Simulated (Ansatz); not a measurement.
# C₂H₆OSi, SMILES C=C(O)[SiH3]: a ladder of methods at one geometry

Computed with the Python package of Ansatz (0.2.0).

The script reads `c2h6osi.xyz`:
```text
10

C    -1.06770    0.87270   -0.73320
C     0.01130    0.24340   -0.49330
O     0.98360    0.29320   -1.47140
Si    0.35780   -0.71660    1.07660
H    -1.22490    1.46290   -1.69170
H    -1.95480    0.95950   -0.05740
H     1.80770   -0.22990   -1.15280
H    -0.68720   -1.79220    1.19330
H     0.21360    0.18360    2.30540
H     1.64370   -1.32770    1.02760
```

At the Python prompt:
```pycon
>>> import ansatz as az
>>> molecule = az.Crystal.molecule_from_extxyz("c2h6osi.xyz")
>>> setup = molecule.calculation().basis(gaussian="cc-pVDZ")
>>> methods = ["mp2", "ccsd", "ccsd_t"]
>>> batch = az.Session.batch([setup.correlation(m).input() for m in methods])
>>> reports = sorted(batch.plan().execute().molecular_reports, key=lambda each: each["member"])

>>> print(f"Hartree-Fock reference {reports[0]['reference_energy_ev'] / 27.211386246:.6f} Ha")
Hartree-Fock reference -442.973687 Ha
>>> best = reports[-1]["free_energy_ev"] - reports[-1]["reference_energy_ev"]
>>> for method, each in zip(methods, reports):
...     gained = each["free_energy_ev"] - each["reference_energy_ev"]
...     print(f"{method:8s} total {each['free_energy_ev'] / 27.211386246:.6f} Ha  correlation {gained:9.4f} eV  ({100 * gained / best:.1f} % of the last)")
...
mp2      total -443.532259 Ha  correlation  -15.1995 eV  (89.4 % of the last)
ccsd     total -443.580274 Ha  correlation  -16.5061 eV  (97.0 % of the last)
ccsd_t   total -443.598753 Ha  correlation  -17.0089 eV  (100.0 % of the last)
```

These settings explore the input space; basis and method may be short of convergence. The geometry is a force-field or estimated start, not a minimum of this method, and the basis set is short of its limit. A lower total doesn't mark the better method: functionals have no common bound, and MP2 and coupled cluster aren't variational. Inner cores stay frozen, so this is valence correlation. For Al to Cl the sets with a tight d function, cc-pV(X+d)Z, are usual.

(Lines on the test bed's own set-up are left out of the output.)
